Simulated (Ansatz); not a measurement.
# GeH4O3: the cost of one run

Program: Ansatz 0.2.0. Level of theory: RKS CAM-B3LYP/def2-SVP. These are calculated values, not measurements.

## (1) The structure to begin with

Bond lengths: Ge1–H2 1.550 Å, Ge1–O3 1.770 Å, O3–H4 1.010 Å, Ge1–O5 1.769 Å, O5–H6 1.010 Å, Ge1–O7 1.769 Å, O7–H8 1.010 Å. Angles: H2–Ge1–O3 109.4°, H2–Ge1–O5 109.5°, H2–Ge1–O7 109.5°, O3–Ge1–O5 109.5°, O3–Ge1–O7 109.5°, O5–Ge1–O7 109.5°, Ge1–O3–H4 109.5°, Ge1–O5–H6 109.5°, Ge1–O7–H8 109.5°.

Coordinates:

```xyz
8

Ge    0.0000    0.0000    0.0000
H     0.0000    0.0000    1.5500
O     1.6691    0.0000   -0.5894
H     1.9855   -0.9521   -0.7061
O    -0.8337    1.4443   -0.5894
H    -1.7915    1.2136   -0.8118
O    -0.8337   -1.4443   -0.5894
H    -1.2883   -1.9100    0.1830
```

## (2) Relaxing the start

Contents of input.yaml:

```yaml
crystal:
  periodic: [false, false, false]
  atoms:
    - { symbol: Ge, position_ang: [0.0, 0.0, 0.0] }
    - { symbol: H, position_ang: [0.0, 0.0, 1.55] }
    - { symbol: O, position_ang: [1.6691, 0.0, -0.5894] }
    - { symbol: H, position_ang: [1.9855, -0.9521, -0.7061] }
    - { symbol: O, position_ang: [-0.8337, 1.4443, -0.5894] }
    - { symbol: H, position_ang: [-1.7915, 1.2136, -0.8118] }
    - { symbol: O, position_ang: [-0.8337, -1.4443, -0.5894] }
    - { symbol: H, position_ang: [-1.2883, -1.91, 0.183] }
basis:
  gaussian: { orbitals: def2-SVP }
hamiltonian:
  xc: cam_b3lyp
relax:
  f_tol: 0.02
  max_steps: 40
```

Started as:

```sh
$ ansatz run input.yaml --threads 2 --pin off --max-ram 3072MiB --backend cpu --events-out ev --progress --plain --runs-dir out
```

**Question.** How long does this run take on 2 threads of Arm Neoverse V1, shared host, and how much memory does it need?

About 36 s, with a peak of 0.23 GiB.
